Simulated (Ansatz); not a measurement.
# C2F4O (trifluoroacetyl fluoride) at PBE-QIDH/cc-pVDZ

Aim: the electronic atomisation energy of C2F4O (trifluoroacetyl fluoride) at PBE-QIDH/cc-pVDZ, from 4 runs. 

The results are computed with Ansatz 0.2.0.

51 further runs of the same task are left out: 51 set aside as unsound or not needed.

### 1 The system as given

The species is C2F4O (7 atoms), meant as a singlet with charge 0. SMILES: `O=C(F)C(F)(F)F`. Geometry: relaxed at PBE0-D4/def2-TZVP.

Bond lengths: O1–C2 1.172 Å, C2–F3 1.326 Å, C2–C4 1.542 Å, C4–F5 1.330 Å, C4–F6 1.330 Å, C4–F7 1.318 Å. Angles: O1–C2–F3 124.0°, O1–C2–C4 126.4°, F3–C2–C4 109.5°, C2–C4–F5 109.8°, C2–C4–F6 109.8°, C2–C4–F7 110.2°, F5–C4–F6 108.7°, F5–C4–F7 109.1°, F6–C4–F7 109.1°.

### 2 The energy at PBE-QIDH/cc-pVDZ

The input, run.yaml:

```yaml
crystal:
  periodic: [false, false, false]
  atoms:
    - symbol: O
      position_ang: [1.061180, -1.396170, 0.701140]
    - symbol: C
      position_ang: [0.088980, -0.798110, 0.435150]
    - symbol: F
      position_ang: [-1.136840, -1.201010, 0.739860]
    - symbol: C
      position_ang: [0.018150, 0.551850, -0.306440]
    - symbol: F
      position_ang: [-0.697880, 0.418270, -1.418740]
    - symbol: F
      position_ang: [-0.564330, 1.461580, 0.468830]
    - symbol: F
      position_ang: [1.230750, 0.963590, -0.619810]
basis:
  gaussian: {orbitals: cc-pVDZ}
correlation: {frozen_orbitals: {C: 1, F: 1, O: 1}}
accuracy: high
hamiltonian: {xc: {name: PBE-QIDH}}
output: {orbitals: {seedname: orbitals}}
```

The run is started by

```console
$ ansatz run run.yaml --threads 1 --pin off --max-ram 3480MiB --events-out events.jsonl --progress --plain --runs-dir runs
```

Log:

```text
Warning: RAYON_NUM_THREADS=1 ignored (pool sized by the plan → 1); use --threads N
Functional definition: PBE-QIDH
  name "PBE-QIDH"
  parameter a = 3^(-1/3)
  parameter c = 1/3
  exchange = (1 - a)*pbe_x + a*exact_x
  correlation = (1 - c)*pbe_c + c*(mp2_os + mp2_ss)
2166 factors; integrals over basis functions are off by at most 2.9e-9 eV
mean field evaluation 1: about -14951.0531 eV, gradient 5.6e1 eV
mean field evaluation 2: about -14951.6328 eV, gradient 5.7e1 eV
mean field evaluation 4: about -14957.0681 eV, gradient 5.4e0 eV
mean field evaluation 8: about -14957.1604 eV, gradient 5.2e-1 eV
mean field evaluation 16: about -14957.1614 eV, gradient 2.0e-4 eV
mean field -14957.16138592 eV, -549.6655426043 hartree, gradient 8.7e-8 eV, S^2 0.000000; 0 other end points of the search recorded, 0 dependent functions left out
7 core orbitals not correlated: weight in the atoms' cores, before any rotation towards them, 1.000 or more for the frozen orbitals, at most 0.000 for the correlated occupied ones
reference -14957.16138636 eV, -549.6655426206 hartree; 21, 21 occupied and 70, 70 virtual orbitals, 2166 factors
second order -35.81268162 eV of doubles, -0.00000000 eV of singles
Total energy: -14969.09894690 eV, -550.1042398788 hartree
```

Run time: 12 s. Hardware: 1 thread of Arm Neoverse V2, shared host; peak memory 0.36 GiB.

### 3 The C atom, same level

The input, in.yaml:

```yaml
crystal:
  periodic: [false, false, false]
  atoms:
    - {symbol: C, position_ang: [0.000000, 0.000000, 0.000000]}
basis:
  gaussian: {orbitals: cc-pVDZ}
magnetization: {spin_polarized: true, initial_magnetization: 2}
hamiltonian: {xc: {name: PBE-QIDH}}
correlation: {frozen_orbitals: {C: 1}}
accuracy: high
```

Run the same way, it converges to -37.78950 Eh (log not shown).

### 4 The F atom

The input, molecule.yaml:

```yaml
crystal:
  periodic: [false, false, false]
  atoms:
    - {symbol: F, position_ang: [0.000000, 0.000000, 0.000000]}
basis:
  gaussian:
    orbitals: cc-pVDZ
magnetization:
  spin_polarized: true
  initial_magnetization: 1
hamiltonian:
  xc: {name: PBE-QIDH}
correlation:
  frozen_orbitals: {F: 1}
accuracy: high
```

The run is started by

```console
$ ansatz run molecule.yaml --threads 1 --pin off --max-ram 3480MiB --events-out events.jsonl --progress --plain --runs-dir runs
```

Log, shortened:

```text
Warning: RAYON_NUM_THREADS=1 ignored (pool sized by the plan → 1); use --threads N
Functional definition: PBE-QIDH
  name "PBE-QIDH"
[...]
96 factors; integrals over basis functions are off by at most 1.7e-9 eV
[...]
mean field -2709.09359233 eV, -99.5573532287 hartree, gradient 3.1e-9 eV, S^2 0.751435; 0 other end points of the search recorded, 0 dependent functions left out
1 core orbitals not correlated: weight in the atoms' cores, before any rotation towards them, 1.000 or more for the frozen orbitals, at most 0.000 for the correlated occupied ones
reference -2709.09359248 eV, -99.5573532340 hartree; 4, 3 occupied and 9, 10 virtual orbitals, 96 factors
second order -4.16740657 eV of doubles, -0.00000000 eV of singles
Total energy: -2710.48272800 eV, -99.6084030229 hartree
```

Wall time 0.3 s (1 thread of Arm Neoverse V2, shared host).

### 5 The O atom

The input, molecule.yaml:

```yaml
crystal:
  periodic: [false, false, false]
  atoms:
    - {symbol: O, position_ang: [0.000000, 0.000000, 0.000000]}
basis:
  gaussian:
    orbitals: cc-pVDZ
magnetization:
  spin_polarized: true
  initial_magnetization: 2
hamiltonian:
  xc: {name: PBE-QIDH}
correlation:
  frozen_orbitals: {O: 1}
accuracy: high
```

The run is started by

```console
$ ansatz run molecule.yaml --threads 1 --pin off --max-ram 3480MiB --events-out events.jsonl --progress --plain --runs-dir runs
```

Log, shortened:

```text
Warning: RAYON_NUM_THREADS=1 ignored (pool sized by the plan → 1); use --threads N
Functional definition: PBE-QIDH
  name "PBE-QIDH"
[...]
96 factors; integrals over basis functions are off by at most 1.3e-9 eV
[...]
mean field -2039.08837982 eV, -74.9351158146 hartree, gradient 1.2e-8 eV, S^2 2.003013; 0 other end points of the search recorded, 0 dependent functions left out
1 core orbitals not correlated: weight in the atoms' cores, before any rotation towards them, 1.000 or more for the frozen orbitals, at most 0.000 for the correlated occupied ones
reference -2039.08838003 eV, -74.9351158223 hartree; 4, 2 occupied and 9, 11 virtual orbitals, 96 factors
second order -3.05146327 eV of doubles, -0.00000000 eV of singles
Total energy: -2040.10553445 eV, -74.9724955580 hartree
```

Wall time 0.28 s (1 thread of Arm Neoverse V2, shared host).

### 6 What came out

Level: PBE-QIDH/cc-pVDZ, 7 core orbitals frozen.

```
                                     quantity          value
                       molecule: total energy  -550.10424 Eh
  molecule: HOMO energy (SCF part's orbitals)      -12.86 eV
  molecule: LUMO energy (SCF part's orbitals)        0.83 eV
molecule: HOMO–LUMO gap (SCF part's orbitals)       13.69 eV
                         C atom: total energy   -37.78950 Eh
                                 C atom: ⟨S²⟩          2.004
                         F atom: total energy   -99.60840 Eh
                                 F atom: ⟨S²⟩          0.751
                         O atom: total energy   -74.97250 Eh
                                 O atom: ⟨S²⟩          2.003
                electronic atomisation energy      30.453 eV
```

**Reading.** Taking the molecule apart into free atoms costs 30.45 eV (702 kcal/mol), before zero-point energy and without spin-orbit coupling.
